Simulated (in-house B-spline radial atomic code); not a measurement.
**Te⁵⁺: ionisation energy by several methods**

One table from this session's results is given with a row withheld; the runs are named, their logs left out.

Program: in-house B-spline radial atomic code version 1. Level of theory: non-relativistic, several functionals, spin-polarised; spherical all-electron atom at the radial basis limit. These are calculated values, not measurements, unless marked.

## What is computed

```
element       : tellurium (Z = 52)
charge        : +5
electrons     : 47
configuration : [Kr] 4d10 5s1
nucleus       : point
```

The outer shells:

[Kr] 4d10 5s1
```
[Kr] core
4d [↑↓][↑↓][↑↓][↑↓][↑↓]
5s [↑ ]
```

Where spins are not typed, each open shell is filled with up spins first.

Set-up of the first run:

The run's settings:

```ini
Z = 52
electrons = 47.0
configuration = [Kr] 4d10 5s1
hamiltonian = nr
method = m06l
spin_polarised = True
```

Steps of the session up to this table: M06-L, a meta-GGA; LDA (VWN5); Hartree-Fock; TPSSh, a global hybrid; PBEsol, a GGA; BLYP, a GGA.

One table of the session follows, with a row left open; its other results are not shown here.

| method | ΔSCF (eV) |
| --- | --- |
| LDA (VWN5) | ? |
| PBEsol | 68.876 |
| BLYP | 69.263 |
| M06-L | 67.185 |
| TPSSh | 68.289 |
| Hartree-Fock | 66.681 |

**Question.** Estimate the row for LDA (VWN5).

As computed: ΔSCF (eV): 69.394. In the column «ΔSCF (eV)» it is the highest.

Caveats from the session: These runs leave out relativity, which matters at this nuclear charge.
